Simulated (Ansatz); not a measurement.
Ir, space group P6_3/mmc: an equation of state with a fit, run with the Ansatz DFT code, driven from Python.

`ir_eos.py`:
```python
"""Bulk modulus of Ir from an E(V) curve."""

import warnings

import ansatz as az
from ase.eos import EquationOfState
from ase.units import GPa
import numpy as np

VECTORS = np.array([
    [2.75137789, 0.0, 0.0],
    [-1.37568895, 2.38276315, 0.0],
    [0.0, 0.0, 4.46229],
])
SITES = [
    ("Ir", (2 / 3, 1 / 3, 0.75)),
    ("Ir", (1 / 3, 2 / 3, 0.25)),
]


def on_lattice(cell):
    crystal = az.Crystal(lattice=az.Lattice.of(cell))
    for symbol, position in SITES:
        crystal = crystal.atom(symbol, position)
    return crystal

warnings.simplefilter("ignore", az.DeckWarning)

# uniform scaling of the cell
volumes, energies, pressures = [], [], []
for scale in np.linspace(0.9, 1.1, 9):
    cell = VECTORS * scale ** (1 / 3)
    base = (
        on_lattice(cell).calculation()
        .functional("pbesol")
        .pseudopotentials("paw")
        .occupations("Marzari-Vanderbilt", width=0.1)
        .basis(500)  # a bare number is in eV
        .kpoints(12, 12, 7)
        .stress()  # positive in compression
    )
    r = base.run().report
    volumes.append(abs(np.linalg.det(cell)) / len(SITES))
    energies.append(r["free_energy_ev"] / len(SITES))
    pressures.append(np.trace(r["stress_gpa"]) / 3)
    print(f"V = {volumes[-1]:8.4f} A^3/atom  F = {energies[-1]:.5f} eV/atom  P = {pressures[-1]:8.3f} GPa")

eos = EquationOfState(volumes, energies, eos="vinet")
v0, e0, bulk = eos.fit()
print(f"V0 = {v0:.4f} A^3/atom, E0 = {e0:.5f} eV/atom, B = {bulk / GPa:.1f} GPa")
```

Where does the minimum lie against the volume typed, and how stiff is the crystal?

A third-order Birch-Murnaghan fit through the 9 points has its minimum at 14.10 Å³ an atom, 3.6 % below the typed cell, with a bulk modulus of 384 GPa and dB/dP = 5.1. From that minimum the energy rises by 86.2 meV an atom on the compressed side and 256.3 meV on the expanded side.

What the script printed:

`python ir_eos.py` gives:
```text
V =  13.1644 A^3/atom  F = -11798.87926 eV/atom  P =   31.473 GPa
V =  13.5301 A^3/atom  F = -11798.93500 eV/atom  P =   17.717 GPa
V =  13.8958 A^3/atom  F = -11798.96165 eV/atom  P =    5.940 GPa
V =  14.2614 A^3/atom  F = -11798.96341 eV/atom  P =   -4.136 GPa
V =  14.6271 A^3/atom  F = -11798.94388 eV/atom  P =  -12.746 GPa
V =  14.9928 A^3/atom  F = -11798.90619 eV/atom  P =  -20.091 GPa
V =  15.3585 A^3/atom  F = -11798.85300 eV/atom  P =  -26.345 GPa
V =  15.7242 A^3/atom  F = -11798.78665 eV/atom  P =  -31.651 GPa
V =  16.0898 A^3/atom  F = -11798.70915 eV/atom  P =  -36.133 GPa
V0 = 14.1045 A^3/atom, E0 = -11798.96546 eV/atom, B = 384.1 GPa
```

Total energies depend on the potentials; only differences at equal settings carry meaning. Shape and fractional positions are held along the curve, so the bulk modulus is an upper value where they are free to relax, by a factor of two or more in layered or hydrogen-bonded cells. Pressure is positive in compression. Spin-orbit coupling, which matters for elements this heavy, is left out. At these settings the cell as given stands under about -13 GPa, so it isn't at this functional's equilibrium volume. This isn't the structure that Ir takes at ambient conditions. It ran for 16 s on 1 thread of Intel(R) Xeon(R) Processor @ 2.30GHz, on a shared host, peak memory 0.54 GiB.
